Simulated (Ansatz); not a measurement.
# CH₆ClNSi: basis-set convergence

How large a basis does CH₆ClNSi need? Two functionals are run in growing sets.

The runs use Ansatz 0.2.0, Gaussian basis; one geometry, several basis sets.

The runs, in order: PBE0-D4/def2-SVP; ωB97M-V/def2-SVP; PBE0-D4/def2-QZVPP; ωB97M-V/def2-QZVPP; the functionals' def2-TZVPP values are taken from earlier runs.

## (1) Structure used throughout

All runs share one geometry, relaxed beforehand with PBE0-D4 in a triple-zeta def2 set.

10 atoms, charge 0, spin multiplicity 1.

Atoms are counted from 1 here; the program's logs count them from 0.

Bond lengths: N1–Si2 1.711 Å, N1–H5 1.007 Å, N1–H6 1.007 Å, Si2–C3 1.888 Å, Si2–H7 1.484 Å, Si2–H8 1.488 Å, C3–Cl4 1.790 Å, C3–H9 1.091 Å, C3–H10 1.091 Å. Angles: Si2–N1–H5 120.0°, Si2–N1–H6 120.4°, H5–N1–H6 111.3°, N1–Si2–C3 115.1°, N1–Si2–H7 109.3°, N1–Si2–H8 107.6°, C3–Si2–H7 106.4°, C3–Si2–H8 107.2°, H7–Si2–H8 111.3°, Si2–C3–Cl4 108.7°, Si2–C3–H9 112.6°, Si2–C3–H10 112.3°, Cl4–C3–H9 107.2°, Cl4–C3–H10 107.4°, H9–C3–H10 108.5°.

## (2) PBE0-D4 in def2-SVP

in.yaml

```yaml
crystal:
  periodic: [false, false, false]
  atoms:
    - {symbol: N, position_ang: [-1.439099, 0.296824, -0.848251]}
    - {symbol: Si, position_ang: [-0.405997, -0.626884, 0.154545]}
    - {symbol: C, position_ang: [1.227510, 0.206843, 0.603928]}
    - {symbol: Cl, position_ang: [2.099177, 0.613135, -0.906208]}
    - {symbol: H, position_ang: [-1.152620, 0.533287, -1.784597]}
    - {symbol: H, position_ang: [-2.023128, 1.014951, -0.452873]}
    - {symbol: H, position_ang: [-0.054482, -1.892347, -0.535648]}
    - {symbol: H, position_ang: [-1.131227, -0.889057, 1.427525]}
    - {symbol: H, position_ang: [1.085779, 1.137815, 1.154525]}
    - {symbol: H, position_ang: [1.877287, -0.445667, 1.189855]}
basis:
  gaussian: {orbitals: def2-SVP}
hamiltonian: {xc: pbe0, dispersion: d4}
output: {orbitals: {seedname: orbitals}}
```

Launch:

```
$ ansatz run in.yaml --threads 2 --pin off --events-out ev --progress --plain --max-ram 4352MiB
```

After this run come: ωB97M-V in def2-SVP; PBE0-D4 in def2-QZVPP; ωB97M-V in def2-QZVPP.

**Question.** What will the summary of the whole plan be? Wanted: PBE0-D4: double and triple zeta above quadruple; ωB97M-V: double and triple zeta above quadruple.

**Answer**, as computed:

```
                                       quantity           value
PBE0-D4: double and triple zeta above quadruple  11.15, 0.81 eV
ωB97M-V: double and triple zeta above quadruple  11.23, 0.77 eV
```

What this shows: PBE0-D4 gains 10.34 eV from double to triple zeta, then 0.81 eV more. Total energies overstate the basis error of differences, where much of it tends to cancel. The LUMO of ωB97M-V is positive and keeps falling with the basis (2.93 to 1.53 eV): an unbound level that the basis holds in place.
